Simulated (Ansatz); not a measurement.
**BHSBr (SMILES S[B]Br) at UCCSDT/ANO-RCC-MB**

Aim: the vertical ionisation energy of BHSBr at UCCSDT/ANO-RCC-MB, from 2 runs. 

The calculation is run with Ansatz 0.2.0.

4 further runs of the same task are left out: 1 that didn't finish, 3 set aside as unsound or not needed.

## Step 1: Starting point

BHSBr has 4 atoms, charge 0, and is taken as a doublet. SMILES: `S[B]Br`. The shape is that of a PBE0-D4/def2-TZVP optimisation.

Bond lengths: S1–B2 1.761 Å, B2–Br3 1.882 Å, S1–H4 1.345 Å. Angles: S1–B2–Br3 124.8°, B2–S1–H4 96.6°.

## Step 2: The energy at UCCSDT/ANO-RCC-MB

molecule.yaml

```yaml
basis:
  gaussian: {orbitals: ANO-RCC-MB.json}
crystal:
  periodic: [false, false, false]
  atoms:
    - symbol: S
      position_ang: [-0.702000, 0.264600, -0.808500]
    - symbol: B
      position_ang: [0.466200, -0.103000, 0.457200]
    - symbol: Br
      position_ang: [0.566600, -1.738600, 1.383500]
    - symbol: H
      position_ang: [-0.275300, 1.516800, -1.052500]
total_charge: 0
magnetization: {spin_polarized: true, initial_magnetization: 1}
hamiltonian: {pseudopotentials: {relativity: none}}
correlation: {method: ccsdt, frozen_orbitals: {B: 1, Br: 9, H: 0, S: 5}}
accuracy: high
output: {orbitals: {seedname: orbitals}}
```

The basis set ANO-RCC-MB is read from a file made from the Basis Set Exchange's data (not shown).

Command:

```sh
$ ansatz run molecule.yaml --threads 1 --pin off --max-ram 2610MiB --events-out events.jsonl --progress --plain --runs-dir runs
```

Log:

```text
Warning: RAYON_NUM_THREADS=1 ignored (pool sized by the plan → 1); use --threads N
Functional definition: HF
  name "HF"
  exchange = exact_x
  correlation = 0
647 factors; integrals over basis functions are off by at most 4.3e-9 eV
mean field evaluation 1: about -80892.8051 eV, gradient 1.0e1 eV
mean field evaluation 2: about -80892.8646 eV, gradient 1.0e1 eV
mean field evaluation 4: about -80894.3061 eV, gradient 1.7e0 eV
mean field evaluation 8: about -80894.3872 eV, gradient 1.5e-4 eV
mean field evaluation 16: about -80892.8041 eV, gradient 1.0e1 eV
mean field evaluation 32: about -80891.9352 eV, gradient 7.9e-4 eV
mean field -80894.38529459 eV, -2972.8138273924 hartree, gradient 2.8e-8 eV, S^2 0.755968; 1 other end points of the search recorded, 0 dependent functions left out
determinant -80894.38529459 eV, -2972.8138273924 hartree, with singles and doubles -80896.31077428 eV, -2972.8845874658 hartree
determinant -80891.93518349 eV, -2972.7237874705 hartree, with singles and doubles -80893.92219701 eV, -2972.7968088701 hartree
15 core orbitals not correlated: weight in the atoms' cores, before any rotation towards them, 1.000 or more for the frozen orbitals, at most 0.000 for the correlated occupied ones
reference -80894.38529459 eV, -2972.8138273924 hartree; 14, 13 occupied and 4, 5 virtual orbitals, 647 factors
second order -1.45334928 eV of doubles, -0.00000000 eV of singles
cycle   1  -1.71934992 eV  change   -2.7e-1 eV  update   7.5e-2
cycle   2  -1.90969071 eV  change   -1.9e-1 eV  update   3.2e-2
cycle   3  -1.99427572 eV  change   -8.5e-2 eV  update   1.8e-2
cycle   4  -2.00425075 eV  change   -1.0e-2 eV  update   6.4e-3
cycle   5  -2.00435500 eV  change   -1.0e-4 eV  update   3.2e-3
cycle   6  -2.00505832 eV  change   -7.0e-4 eV  update   1.7e-3
cycle   7  -2.00583236 eV  change   -7.7e-4 eV  update   6.6e-4
cycle   8  -2.00613105 eV  change   -3.0e-4 eV  update   2.9e-4
cycle   9  -2.00615373 eV  change   -2.3e-5 eV  update   1.3e-4
cycle  10  -2.00610720 eV  change    4.7e-5 eV  update   6.6e-5
cycle  11  -2.00608936 eV  change    1.8e-5 eV  update   3.5e-5
cycle  12  -2.00608761 eV  change    1.7e-6 eV  update   1.9e-5
cycle  13  -2.00610193 eV  change   -1.4e-5 eV  update   9.5e-6
cycle  14  -2.00610926 eV  change   -7.3e-6 eV  update   4.2e-6
cycle  15  -2.00610946 eV  change   -1.9e-7 eV  update   1.7e-6
cycle  16  -2.00610879 eV  change    6.7e-7 eV  update   8.5e-7
cycle  17  -2.00610822 eV  change    5.6e-7 eV  update   4.0e-7
cycle  18  -2.00610815 eV  change    7.5e-8 eV  update   1.9e-7
cycle  19  -2.00610823 eV  change   -7.6e-8 eV  update   1.0e-7
cycle  20  -2.00610828 eV  change   -5.1e-8 eV  update   4.9e-8
cycle  21  -2.00610830 eV  change   -2.6e-8 eV  update   3.2e-8
cycle  22  -2.00610815 eV  change    1.5e-7 eV  update   5.4e-8
cycle  23  -2.00610813 eV  change    2.0e-8 eV  update   2.0e-8
cycle  24  -2.00610811 eV  change    1.6e-8 eV  update   1.1e-8
cycle  25  -2.00610811 eV  change   7.6e-10 eV  update   5.3e-9
cycle  26  -2.00610811 eV  change  -7.6e-10 eV  update   2.3e-9
WARN: the results are in doubt because the basis set is contracted for relativity, which is off
Total energy: -80896.39140270 eV, -2972.8875505059 hartree
In doubt: the basis set is contracted for relativity, which is off
```

Run time: 6.9 s. Hardware: 1 thread of Arm Neoverse V2, shared host; peak memory 0.13 GiB.

## Step 3: The singlet cation at the same level

Edit molecule.yaml of step 2 so:

```diff
@@ -13,4 +13,4 @@
       position_ang: [-0.275300, 1.516800, -1.052500]
-total_charge: 0
-magnetization: {spin_polarized: true, initial_magnetization: 1}
+total_charge: 1
+magnetization: {spin_polarized: true, initial_magnetization: 0}
 hamiltonian: {pseudopotentials: {relativity: none}}
```

The basis set ANO-RCC-MB is read from a file made from the Basis Set Exchange's data (not shown).

Command:

```sh
$ ansatz run molecule.yaml --threads 1 --pin off --max-ram 2610MiB --events-out events.jsonl --progress --plain --runs-dir runs
```

Log:

```text
Warning: RAYON_NUM_THREADS=1 ignored (pool sized by the plan → 1); use --threads N
Functional definition: HF
  name "HF"
  exchange = exact_x
  correlation = 0
647 factors; integrals over basis functions are off by at most 4.3e-9 eV
mean field evaluation 1: about -80882.2116 eV, gradient 1.6e1 eV
mean field evaluation 2: about -80882.2545 eV, gradient 1.6e1 eV
mean field evaluation 4: about -80884.8735 eV, gradient 1.1e0 eV
mean field evaluation 8: about -80884.8914 eV, gradient 6.0e-6 eV
mean field evaluation 16: about -80883.0512 eV, gradient 9.9e0 eV
mean field evaluation 32: about -80883.2154 eV, gradient 4.0e-2 eV
mean field evaluation 64: about -80882.9861 eV, gradient 2.2e0 eV
mean field evaluation 96: about -80880.1337 eV, gradient 1.3e0 eV
mean field -80884.89139273 eV, -2972.4649329341 hartree, gradient 9.7e-8 eV, S^2 0.000000; 3 other end points of the search recorded, 0 dependent functions left out
determinant -80884.89139273 eV, -2972.4649329341 hartree, with singles and doubles -80887.75049665 eV, -2972.5700030654 hartree
determinant -80883.21551323 eV, -2972.4033454987 hartree, with singles and doubles -80885.39085625 eV, -2972.4832878799 hartree
15 core orbitals not correlated: weight in the atoms' cores, before any rotation towards them, 1.000 or more for the frozen orbitals, at most 0.000 for the correlated occupied ones
reference -80884.89139273 eV, -2972.4649329341 hartree; 13, 13 occupied and 5, 5 virtual orbitals, 647 factors
second order -2.35558345 eV of doubles, -0.00000000 eV of singles
cycle   1  -2.54094712 eV  change   -1.9e-1 eV  update   1.3e-1
cycle   2  -2.83751090 eV  change   -3.0e-1 eV  update   6.7e-2
cycle   3  -3.04290158 eV  change   -2.1e-1 eV  update   3.5e-2
cycle   4  -3.06394718 eV  change   -2.1e-2 eV  update   1.2e-2
cycle   5  -3.06080728 eV  change    3.1e-3 eV  update   7.2e-3
cycle   6  -3.06084599 eV  change   -3.9e-5 eV  update   2.9e-3
cycle   7  -3.06321093 eV  change   -2.4e-3 eV  update   1.7e-3
cycle   8  -3.06292185 eV  change    2.9e-4 eV  update   5.8e-4
cycle   9  -3.06284527 eV  change    7.7e-5 eV  update   2.7e-4
cycle  10  -3.06296337 eV  change   -1.2e-4 eV  update   1.1e-4
cycle  11  -3.06291259 eV  change    5.1e-5 eV  update   4.9e-5
cycle  12  -3.06291232 eV  change    2.6e-7 eV  update   2.1e-5
cycle  13  -3.06290848 eV  change    3.8e-6 eV  update   7.0e-6
cycle  14  -3.06291272 eV  change   -4.2e-6 eV  update   3.4e-6
cycle  15  -3.06291489 eV  change   -2.2e-6 eV  update   1.5e-6
cycle  16  -3.06291542 eV  change   -5.3e-7 eV  update   5.3e-7
cycle  17  -3.06291522 eV  change    2.0e-7 eV  update   2.4e-7
cycle  18  -3.06291513 eV  change    9.0e-8 eV  update   1.3e-7
cycle  19  -3.06291506 eV  change    6.9e-8 eV  update   6.5e-8
cycle  20  -3.06291505 eV  change    9.7e-9 eV  update   4.2e-8
cycle  21  -3.06291462 eV  change    4.3e-7 eV  update   1.1e-7
cycle  22  -3.06291452 eV  change    9.8e-8 eV  update   3.9e-8
cycle  23  -3.06291448 eV  change    3.6e-8 eV  update   1.9e-8
cycle  24  -3.06291449 eV  change   -3.6e-9 eV  update   7.5e-9
cycle  25  -3.06291449 eV  change   -4.3e-9 eV  update   3.3e-9
cycle  26  -3.06291450 eV  change   -3.0e-9 eV  update   1.4e-9
cycle  27  -3.06291450 eV  change  -5.1e-10 eV  update  7.2e-10
WARN: the results are in doubt because the basis set is contracted for relativity, which is off
Total energy: -80887.95430722 eV, -2972.5774929657 hartree
In doubt: the basis set is contracted for relativity, which is off
```

It took 7.5 s on 1 thread of Arm Neoverse V2, shared host; peak memory 0.13 GiB.

## Step 4: What came out

Level: UCCSDT/ANO-RCC-MB, 15 core orbitals frozen.

| quantity | value |
| --- | --- |
| doublet BHSBr: total energy | -2972.88755 Eh |
| doublet BHSBr: HOMO energy (Hartree–Fock orbitals) (highest over α and β) | -10.13 eV |
| doublet BHSBr: LUMO energy (Hartree–Fock orbitals) (lowest over α and β) | 1.53 eV |
| doublet BHSBr: correlation energy (15 core orbitals frozen) | -73.7 mEh |
| doublet BHSBr: ⟨S²⟩ of the reference determinant | 0.756 |
| doublet BHSBr: T1 diagnostic | 0.012 |
| singlet cation: total energy | -2972.57749 Eh |
| singlet cation: HOMO energy (Hartree–Fock orbitals) | -18.60 eV |
| singlet cation: LUMO energy (Hartree–Fock orbitals) | -8.33 eV |
| singlet cation: HOMO–LUMO gap (Hartree–Fock orbitals) | 10.27 eV |
| singlet cation: correlation energy (15 core orbitals frozen) | -112.6 mEh |
| singlet cation: T1 diagnostic | 0.023 |
| vertical ionisation energy (to the singlet cation) | 8.437 eV |

Removing an electron at fixed nuclei costs 8.44 eV (814 kJ/mol). Only the singlet of the ionised species was computed; a triplet could lie lower. In a minimal basis such a difference can be off by several eV, whatever the method. The basis (doublet BHSBr) was made for a relativistic Hamiltonian, but the run is non-relativistic. The T1 diagnostic (singlet cation) of 0.023 is above the customary mark for such species, so a single reference may not serve. The basis (singlet cation) was made for a relativistic Hamiltonian, but the run is non-relativistic.
